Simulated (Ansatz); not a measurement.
# Nb2WSe5: the cost of one run

Program: Ansatz 0.2.0. Level of theory: DFT PBE, scalar-relativistic, plane waves, PAW, unless a step names another level. These are calculated values, not measurements.

## Step 1: The system as given

The structure is hexagonal, space group P-6m2 (No. 187). Conventional cell: a = 3.391 Å, b = 3.391 Å, c = 18.328 Å, α = 90.00°, β = 90.00°, γ = 120.00°. Nb (site symmetry 3m) has 6 Se at 2.60 to 2.63 Å as nearest neighbours. W (site symmetry -6m2) has 6 Se at 2.56 Å as nearest neighbours. Se (site symmetry 3m) is surrounded by 3 W at 2.56 Å. Around Se (site symmetry -6m2) lie 6 Nb at 2.63 Å. Se (site symmetry 3m) is surrounded by 3 Nb at 2.60 Å.

Structure file:

```
Nb W Se
1.0
     3.39123    0.00000    0.00000
    -1.69561    2.93689    0.00000
     0.00000    0.00000   18.32835
Nb W Se
2 1 5
Direct
  0.33333 0.66667 0.59620
  0.33333 0.66667 0.40380
  0.00000 0.00000 0.00000
  0.33333 0.66667 0.90982
  0.33333 0.66667 0.09018
  0.00000 0.00000 0.50000
  0.00000 0.00000 0.68935
  0.00000 0.00000 0.31065
```

It came out lowest among 25 distinct ends of the trial cells. At a tolerance of 0.05 Å it has space group P-6m2 (No. 187).

## Step 2: Tight relaxation for the response runs, on the response runs' mesh and smearing

Contents of input.yaml:

```yaml
crystal:
  lattice:
    - [3.3912274298, 0.0, 0.0]
    - [-1.6956137149, 2.9368891042, 0.0]
    - [0.0, 0.0, 18.3283469581]
  atoms:
    - { symbol: Nb, position: [0.3333333333, 0.6666666667, 0.5961957575] }
    - { symbol: Nb, position: [0.3333333333, 0.6666666667, 0.4038042425] }
    - { symbol: W, position: [0.0, 0.0, 0.0] }
    - { symbol: Se, position: [0.3333333333, 0.6666666667, 0.9098152141] }
    - { symbol: Se, position: [0.3333333333, 0.6666666667, 0.0901847859] }
    - { symbol: Se, position: [0.0, 0.0, 0.5] }
    - { symbol: Se, position: [0.0, 0.0, 0.6893523152] }
    - { symbol: Se, position: [0.0, 0.0, 0.3106476848] }
basis:
  ecutwfc: 420
kpoints:
  mp_grid: { grid: [12, 12, 2] }
hamiltonian:
  xc: pbe
scf:
  occupations: { method: gaussian, width: 0.1 }
output:
  forces: true
  stress: true
  eigenvalues: true
relax:
  adjacent_minimum: "off"
  f_tol: 0.001
  max_steps: 60
  cell: { stress_tol: 0.01 }
```

The run is started by

```sh
$ ansatz run input.yaml --threads 3 --pin off --max-ram 7680MiB --backend cpu --events-out ev --progress --plain --runs-dir out
```

Q: Estimate wall time and peak memory on 3 threads of AMD EPYC 9R45 (Zen 5), shared host.

About 21 s, with a peak of 0.82 GiB.
